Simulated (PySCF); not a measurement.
# [Lu(SH)2]+: other functionals and bases at one geometry

One table from this session's results is given with a row withheld; the runs are named, their logs left out.

The runs use PySCF 2.14.0; several levels, as the steps say, no spin–orbit coupling.

1 further run of the same task is left out (for a known fault of the program).

## Where the work starts

5 atoms, charge 1, spin multiplicity 1.

Bond lengths: Lu1–S2 2.427 Å, Lu1–S4 2.427 Å, S2–H3 1.359 Å, S4–H5 1.359 Å. Angles: S2–Lu1–S4 100.5°, Lu1–S2–H3 96.3°, Lu1–S4–H5 96.3°.

As a file:

```xyz
5
charge 1, multiplicity 1
Lu    0.00000    0.00000   -0.69407
S     1.86446   -0.06922    0.85834
H     2.83272   -0.24343   -0.07977
S    -1.86446    0.06922    0.85834
H    -2.83272    0.24343   -0.07977
```

Formal oxidation states: Lu +3. Each metal's 14 4f electrons lie in its core potential, so multiplicities, spins and levels count the valence alone. An earlier session relaxed this geometry at PBE0, Lu lcecp-1-SVP with ECP60, S def2-SVP, H def2-SVP (singlet, point group C2).

At PBE0 on the finer grid: E = -836.864923 Eh, HOMO -12.26 eV, LUMO -7.83 eV, Mulliken charge on Lu1 +1.04 e, largest force component 0.011 eV/Å. 

Levels to run: B3LYP; BLYP; PBE0, TZVP. Hardware: 2 threads of Arm Neoverse V2, shared host.

The first run:

run.py (the lines that set the calculation) reads:

```python
mol = gto.M(atom='''
Lu     0.00000     0.00000    -0.69407
S      1.86446    -0.06922     0.85834
H      2.83272    -0.24343    -0.07977
S     -1.86446     0.06922     0.85834
H     -2.83272     0.24343    -0.07977''',
    basis={'Lu': 'lcecp-1-SVP', 'S': 'def2-SVP', 'H': 'def2-SVP'},
    ecp={'Lu': 'lcecp-1-SVP'},
    charge=1, spin=0)
mf = dft.RKS(mol, xc='B3LYP')
mf.grids.atom_grid = (75, 302)  # f atoms: unpruned, at least (60, 302)
mf = mf.density_fit()  # fitting sets: Lu AutoAux, S def2-universal-JKFIT, H def2-universal-JKFIT
mf.conv_tol = 1e-08; mf.max_cycle = 55
mf.kernel(dm0)  # dm0: the density of the relaxed state
```

On the command line:

```console
$ OMP_NUM_THREADS=2 python run.py
```

Steps of the session up to this table: B3LYP; BLYP; PBE0, TZVP.

One table of the session follows, with a row left open; its other results are not shown here.

| level | HOMO (eV) | gap (eV) | charge on Lu1 (e) | dipole (D) | largest force component (eV/Å) |
| --- | --- | --- | --- | --- | --- |
| PBE0 (relaxed here) | -12.26 | 4.43 | 1.04 | 7.04 | 0.01 |
| B3LYP | -12.00 | 3.85 | 0.98 | 6.67 | 0.34 |
| BLYP | ? | ? | ? | ? | ? |
| PBE0, TZVP | -12.19 | 4.45 | 1.36 | 6.68 | 0.19 |

Q: Estimate the row for BLYP from the others.

**Answer.** HOMO (eV): -10.97; gap (eV): 2.45; charge on Lu1 (e): 0.88; dipole (D): 6.03; largest force component (eV/Å): 0.67. In the column «HOMO (eV)» it is the highest.

The dipole of a charged species depends on the origin, so these sizes hold for this origin alone.

In one basis the HOMO–LUMO gap runs from 2.45 eV (BLYP) to 4.43 eV (PBE0). The largest leftover force, 0.67 eV/Å with BLYP, stands at a geometry relaxed at another level. With 4f in the core, its levels are missing from HOMO and gap, and its count is fixed, so no charge can pass from the ligands into it. Total energies of different levels can't be compared.
